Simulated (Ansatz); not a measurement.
# MnNi3: equal strain of all cell vectors

An exercise on one series of results from a longer session: the logs are not shown, and one member is left open.

Method: DFT PBEsol, scalar-relativistic, plane waves, PAW, in Ansatz 0.2.0.

3 further runs of the same task are left out: 3 set aside as unsound or not needed.

## The system as given

It takes space group Pm-3m (No. 221, cubic). Conventional cell: a = 3.504 Å, b = 3.504 Å, c = 3.504 Å, α = 90.00°, β = 90.00°, γ = 90.00°. Around Mn (site symmetry m-3m) lie 12 Ni at 2.48 Å. Ni (site symmetry 4/mmm) has 4 Mn at 2.48 Å and 8 Ni at 2.48 Å in its first shell of neighbours.

As a file:

```cif
data_structure
_symmetry_space_group_name_H-M 'P 1'
_symmetry_Int_Tables_number 1
_cell_length_a 3.5045
_cell_length_b 3.5045
_cell_length_c 3.5045
_cell_angle_alpha 90.000
_cell_angle_beta 90.000
_cell_angle_gamma 90.000
_cell_volume 43.04
loop_
_atom_site_label
_atom_site_type_symbol
_atom_site_fract_x
_atom_site_fract_y
_atom_site_fract_z
_atom_site_occupancy
Mn1 Mn 0.00000 0.00000 0.00000 1
Ni1 Ni 0.00000 0.50000 0.50000 1
Ni2 Ni 0.50000 0.00000 0.50000 1
Ni3 Ni 0.50000 0.50000 0.00000 1
```

It is the result of an earlier relaxation at this level (volume 10.76 Å³/atom; gap on the mesh: none (metal), site moments up to 3.0 μB).

The first run:

Input file input.yaml:

```yaml
crystal:
  lattice:
    - [3.5044581153, 0.0, 0.0]
    - [0.0, 3.5044581153, 0.0]
    - [0.0, 0.0, 3.5044581153]
  atoms:
    - { symbol: Mn, position: [0.0, 0.0, 0.0], spin: 3.27 }
    - { symbol: Ni, position: [0.0, 0.5, 0.5], spin: 0.59 }
    - { symbol: Ni, position: [0.5, 0.0, 0.5], spin: 0.59 }
    - { symbol: Ni, position: [0.5, 0.5, 0.0], spin: 0.59 }
basis:
  ecutwfc: 420
kpoints:
  mp_grid: { grid: [16, 16, 16] }
hamiltonian:
  xc: pbesol
scf:
  occupations: { method: gaussian, width: 0.1 }
output:
  forces: true
  stress: true
  eigenvalues: true
  populations: true
magnetization:
  spin_polarized: true
```

Run with:

```sh
$ ansatz run input.yaml --threads 1 --pin off --max-ram 2560MiB --backend cpu --events-out ev --progress --plain --runs-dir out
```

Among the steps run: Reference cell for the strains; The cell strained by -1.0 %; Strain +1.0 %; Strain -2.0 %; The cell strained by +2.0 %; The cell strained by -3.0 %; Strain +3.0 %.

One of the session's tables, all rows but one given; the rest of the session is left out.

Lengths are those of the vectors of the cell that was run; stresses in GPa:

```
strain (%)  ΔE (meV/atom)  a (Å)  b (Å)  c (Å)  moment (μB/cell)
      -3.0           63.7  3.399  3.399  3.399              4.10
      -2.0           27.3  3.434  3.434  3.434              4.27
      -1.0            6.6  3.469  3.469  3.469              4.42
      +0.0            0.0  3.504  3.504  3.504              4.56
      +1.0              ?      ?      ?      ?                 ?
      +2.0           23.1  3.575  3.575  3.575              4.82
      +3.0           49.8  3.610  3.610  3.610              4.95
```

**Question.** Estimate the row for strain (%) = +1.0.

Worked estimate for «ΔE (meV/atom)». A straight line through the neighbours (0.0, 0.0) and (2.0, 23.1) gives 0.0 + (23.1 − 0.0) × (1.0 − 0.0) / (2.0 − 0.0) = 11.6; a parabola fitted to 4 rows on both sides gives 6.0.

The run gave: ΔE (meV/atom): 6.0; a (Å): 3.540; b (Å): 3.540; c (Å): 3.540; moment (μB/cell): 4.69. In «ΔE (meV/atom)» the line misses by +5.6 and the parabola by 0.0.

ΔE is over the unstrained cell. Stress in GPa, positive in compression, on the Cartesian axes of the input. 
